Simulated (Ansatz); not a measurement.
# BrCl2H5N2Ti: the cost of one run

Program: Ansatz 0.2.0. Level of theory: RHF/def2-SVP. These are calculated values, not measurements.

**1. Starting point**

Bond lengths: Ti1–Cl2 2.720 Å, Ti1–N3 2.060 Å, N3–H4 1.060 Å, N3–H5 1.060 Å, Ti1–N6 2.059 Å, N6–H7 1.060 Å, N6–H8 1.060 Å, Ti1–Cl9 2.368 Å, Ti1–Br10 2.850 Å, Br10–H11 1.786 Å. Angles (14 of 17 angles, heavy atoms first): Cl2–Ti1–N3 109.4°, Cl2–Ti1–N6 109.5°, Cl2–Ti1–Cl9 109.5°, Cl2–Ti1–Br10 71.6°, N3–Ti1–N6 109.5°, N3–Ti1–Cl9 109.5°, N3–Ti1–Br10 75.8°, N6–Ti1–Cl9 109.5°, N6–Ti1–Br10 173.4°, Cl9–Ti1–Br10 64.4°, Ti1–N3–H4 120.0°, Ti1–N3–H5 120.0°, Ti1–N6–H7 120.0°, Ti1–N6–H8 120.0°.

Coordinates:

```xyz
11

Ti    0.0000    0.0000    0.0000
Cl    0.0000    0.0000    2.7200
N     1.9426    0.0000   -0.6860
H     2.4408   -0.9180   -0.8667
H     2.4438    0.9180   -0.8582
N    -0.9703    1.6810   -0.6860
H    -1.9904    1.6258   -0.9687
H    -0.4498    2.6017   -0.7565
Cl   -1.1163   -1.9339   -0.7892
Br    1.0605   -2.4880    0.8987
H     0.5968   -1.4002    2.2375
```

**2. Pulling towards end A**

Springs on the bonds that form and break draw the guess towards this end; the thresholds are loose.

Input file input.yaml:

```yaml
crystal:
  periodic: [false, false, false]
  atoms:
    - { symbol: Ti, position_ang: [0.0, 0.0, 0.0] }
    - { symbol: Cl, position_ang: [0.0, 0.0, 2.72] }
    - { symbol: "N", position_ang: [1.9426, 0.0, -0.686] }
    - { symbol: H, position_ang: [2.4408, -0.918, -0.8667] }
    - { symbol: H, position_ang: [2.4438, 0.918, -0.8582] }
    - { symbol: "N", position_ang: [-0.9703, 1.681, -0.686] }
    - { symbol: H, position_ang: [-1.9904, 1.6258, -0.9687] }
    - { symbol: H, position_ang: [-0.4498, 2.6017, -0.7565] }
    - { symbol: Cl, position_ang: [-1.1163, -1.9339, -0.7892] }
    - { symbol: Br, position_ang: [1.0605, -2.488, 0.8987] }
    - { symbol: H, position_ang: [0.5968, -1.4002, 2.2375] }
basis:
  gaussian: { orbitals: def2-SVP }
hamiltonian:
  xc: hf
relax:
  f_tol: 0.15
  max_steps: 25
  restrain:
    - { distance: [0, 9], at: 3.75, k: 30.0 }
    - { distance: [10, 1], at: 2.57, k: 30.0 }
    - { distance: [0, 1], at: 2.37, k: 30.0 }
    - { distance: [10, 9], at: 1.55, k: 30.0 }
```

On the command line:

```sh
$ ansatz run input.yaml --threads 4 --pin off --max-ram 5120MiB --backend cpu --events-out ev --progress --plain --runs-dir out
```

Q: Estimate wall time and peak memory on 4 threads of Arm Neoverse V1, shared host.

About 37 s, with a peak of 0.55 GiB.
